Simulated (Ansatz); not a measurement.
# C₂H₇BFN: a ladder of functionals and wavefunction methods

Aim: compute C₂H₇BFN with functionals from several rungs and with coupled cluster. The yardstick is the atomisation energy at the CCSD(T) limit.

Method: functionals in def2-TZVPP, the program's frozen cores in correlated methods; program: Ansatz 0.2.0, Gaussian basis.

Plan: LDA (SPW92), PBE-D4, revPBE-D4, BLYP-D4, r2SCAN-D4, B97M-V, PBE0-D4, B3LYP-D4, r2SCANh-D4, r2SCAN0-D4, HSE06-D4, BHLYP-D4, CAM-B3LYP-D4, LC-ωPBE, ωB97X-V, ωB97M-V, B2PLYP, PBE-QIDH; CCSD(T)/def2-SVP; CCSD(T)/def2-TZVPP; MP2/def2-QZVPP; extrapolation to the limit; RPA on PBE.

### Step 1. The relaxed structure

The geometry comes from an earlier relaxation with PBE0-D4 in a triple-zeta def2 set; it is a stationary point, not always the lowest conformer.

SMILES `CCB(N)F`, 12 atoms, charge 0, spin multiplicity 1.

Atoms are counted from 1 here; the program's logs count them from 0.

Bond lengths: C1–C2 1.529 Å, C1–H6 1.092 Å, C1–H7 1.093 Å, C1–H8 1.092 Å, C2–B3 1.571 Å, C2–H9 1.098 Å, C2–H10 1.095 Å, B3–N4 1.396 Å, B3–F5 1.348 Å, N4–H11 1.006 Å, N4–H12 1.003 Å. Angles: C2–C1–H6 111.0°, C2–C1–H7 111.3°, C2–C1–H8 111.7°, H6–C1–H7 107.3°, H6–C1–H8 107.8°, H7–C1–H8 107.5°, C1–C2–B3 113.3°, C1–C2–H9 108.9°, C1–C2–H10 110.3°, B3–C2–H9 107.3°, B3–C2–H10 110.9°, H9–C2–H10 105.7°, C2–B3–N4 124.5°, C2–B3–F5 118.6°, N4–B3–F5 116.9°, B3–N4–H11 122.6°, B3–N4–H12 122.9°, H11–N4–H12 114.6°.

Coordinates:

```
C    -1.6606    0.1419   -0.2496
C    -0.3005   -0.5346   -0.4225
B     0.9072    0.3799   -0.0057
N     1.9441   -0.0179    0.8404
F     0.9654    1.6354   -0.4930
H    -1.7025    1.0839   -0.8004
H    -1.8612    0.3697    0.8007
H    -2.4747   -0.4915   -0.6094
H    -0.1637   -0.7946   -1.4806
H    -0.2767   -1.4842    0.1219
H     2.7136    0.5860    1.0743
H     1.9867   -0.9292    1.2579
```

### Step 2. LDA

This LDA is Slater exchange with PW92 correlation.

File in.yaml:

```yaml
crystal:
  periodic: [false, false, false]
  atoms:
    - {symbol: C, position_ang: [-1.660602, 0.141909, -0.249599]}
    - {symbol: C, position_ang: [-0.300502, -0.534565, -0.422484]}
    - {symbol: B, position_ang: [0.907188, 0.379908, -0.005730]}
    - {symbol: N, position_ang: [1.944066, -0.017911, 0.840389]}
    - {symbol: F, position_ang: [0.965447, 1.635359, -0.493004]}
    - {symbol: H, position_ang: [-1.702496, 1.083882, -0.800422]}
    - {symbol: H, position_ang: [-1.861169, 0.369710, 0.800669]}
    - {symbol: H, position_ang: [-2.474729, -0.491541, -0.609406]}
    - {symbol: H, position_ang: [-0.163727, -0.794601, -1.480636]}
    - {symbol: H, position_ang: [-0.276741, -1.484198, 0.121858]}
    - {symbol: H, position_ang: [2.713568, 0.585976, 1.074286]}
    - {symbol: H, position_ang: [1.986697, -0.929227, 1.257879]}
basis:
  gaussian: {orbitals: def2-TZVPP}
hamiltonian: {xc: lda}
output: {orbitals: {seedname: orbitals}}
```

On the command line:

```
ansatz run in.yaml --threads 4 --pin off --events-out ev --progress --plain --max-ram 10444MiB
```

Further steps of the session: PBE-D4 (GGA); revPBE-D4 (GGA); BLYP-D4 (GGA); r2SCAN-D4 (meta-GGA); B97M-V (meta-GGA); B3LYP-D4 (hybrid); r2SCANh-D4 (hybrid); r2SCAN0-D4 (hybrid); HSE06-D4 (hybrid); BHLYP-D4 (hybrid); CAM-B3LYP-D4 (range-separated); LC-ωPBE (range-separated); ωB97X-V (range-separated); ωB97M-V (range-separated); B2PLYP (double hybrid); PBE-QIDH (double hybrid); CCSD(T) in def2-SVP; CCSD(T) in def2-TZVPP; MP2 in def2-QZVPP; RPA on PBE orbitals.

Q: Predict the results of all the runs planned. Wanted: atomisation energy, CCSD(T)/CBS; farthest beyond LDA; mean size of error, GGA; mean size of error, meta-GGA; mean size of error, hybrid; mean size of error, range-separated; mean size of error, double hybrid; gap, smallest and largest; T1 diagnostic.

**Answer**, as computed:

| quantity | value |
| --- | --- |
| atomisation energy, CCSD(T)/CBS | 1156.8 kcal/mol |
| functionals within 5.8 kcal/mol (0.5 %) | revPBE-D4, BLYP-D4, r2SCAN-D4, B97M-V, r2SCANh-D4, LC-ωPBE, ωB97X-V, B2PLYP, PBE-QIDH |
| farthest beyond LDA | PBE-D4 (+25.9 kcal/mol) |
| mean size of error, GGA | 10.6 kcal/mol |
| mean size of error, meta-GGA | 4.9 kcal/mol |
| mean size of error, hybrid | 9.4 kcal/mol |
| mean size of error, range-separated | 7.0 kcal/mol |
| mean size of error, double hybrid | 3.8 kcal/mol |
| gap, smallest and largest | 6.69 eV (BLYP-D4), 13.96 eV (LC-ωPBE) |
| T1 diagnostic | 0.0107 |
| triples share of the correlation energy | 3.4 % |

What this shows: LDA overbinds by 162.2 kcal/mol (14 %). PBE-D4 misses by +25.9 kcal/mol. Double hybrids carry the basis error of their MP2 part in triple zeta, and no dispersion term here, so their miss is partly the set-up's. The rungs double hybrid, meta-GGA miss on average by less than the doubt on the reference (5.8 kcal/mol), so they tie. The reference freezes the cores and leaves out relativity and excitations past (T), so misses under about 5.8 kcal/mol can't be ranked. Hartree-Fock recovers 75 % of the binding; the rest is correlation. CCSD(T) in def2-SVP is off by -49.1 kcal/mol, so the small basis spoils what the method gains. Orbital gaps span 6.7 to 14.0 eV; exact exchange widens them.
